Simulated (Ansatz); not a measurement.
# NbSnCl: the cost of one run

Program: Ansatz 0.2.0. Level of theory: reference: DFT PBE, plane waves, PAW, scalar-relativistic, no spin polarisation. These are calculated values, not measurements.

**1. The system as given**

It takes space group P-62m (No. 189, hexagonal). Conventional cell: a = 7.401 Å, b = 7.401 Å, c = 4.109 Å, α = 90.00°, β = 90.00°, γ = 120.00°. Around Nb (site symmetry m2m) lie 5 Sn at 3.03 to 3.09 Å and 6 Cl at 3.19 to 3.39 Å. Cl (site symmetry m2m) is surrounded by 4 Sn at 2.77 to 2.82 Å and 6 Nb at 3.19 to 3.39 Å. Sn (site symmetry -6) has 3 Cl at 2.82 Å and 6 Nb at 3.03 Å as nearest neighbours. Sn (site symmetry -62m) has 6 Cl at 2.77 Å and 3 Nb at 3.09 Å as nearest neighbours.

As a file:

```
Nb Cl Sn
1.0
     7.40119    0.00000    0.00000
    -3.70060    6.40962    0.00000
     0.00000    0.00000    4.10913
Nb Cl Sn
3 3 3
Direct
  0.58200 0.00000 0.50000
  0.41800 0.41800 0.50000
  0.00000 0.58200 0.50000
  0.25200 0.00000 0.00000
  0.74800 0.74800 0.00000
  0.00000 0.25200 0.00000
  0.33330 0.66670 0.00000
  0.66670 0.33330 0.00000
  0.00000 0.00000 0.50000
```

**2. Reference**

input.yaml reads:

```yaml
crystal:
  lattice:
    - [7.401191, 0.0, 0.0]
    - [-3.700596, 6.409624, 0.0]
    - [0.0, 0.0, 4.109132]
  atoms:
    - { symbol: Nb, position: [0.582, 0.0, 0.5] }
    - { symbol: Nb, position: [0.418, 0.418, 0.5] }
    - { symbol: Nb, position: [0.0, 0.582, 0.5] }
    - { symbol: Cl, position: [0.252, 0.0, 0.0] }
    - { symbol: Cl, position: [0.748, 0.748, 0.0] }
    - { symbol: Cl, position: [0.0, 0.252, 0.0] }
    - { symbol: Sn, position: [0.3333, 0.6667, 0.0] }
    - { symbol: Sn, position: [0.6667, 0.3333, 0.0] }
    - { symbol: Sn, position: [0.0, 0.0, 0.5] }
  symmetry: { tolerance: 0.0003 }
kpoints:
  mp_grid: { grid: [3, 3, 5], shift: [0, 0, 0] }
magnetization:
  spin_polarized: false
scf:
  occupations: { method: methfessel_paxton, width: 0.0824 }
hamiltonian:
  pseudopotentials: { kind: paw }
  xc: pbe
basis:
  ecutwfc: 420
output:
  forces: true
  stress: true
  eigenvalues: true
  write_density: true
  write_potential: true
  elf: true
  volumetric_format: npy
```

Launch:

```
> ansatz run input.yaml --threads 1 --pin off --max-ram 2560MiB --backend cpu --events-out ev --progress --plain --runs-dir out
```

**Question.** How long does this run take on 1 thread of AMD EPYC 9R45 (Zen 5), shared host, and how much memory does it need?

About 5.7 s, with a peak of 0.48 GiB.
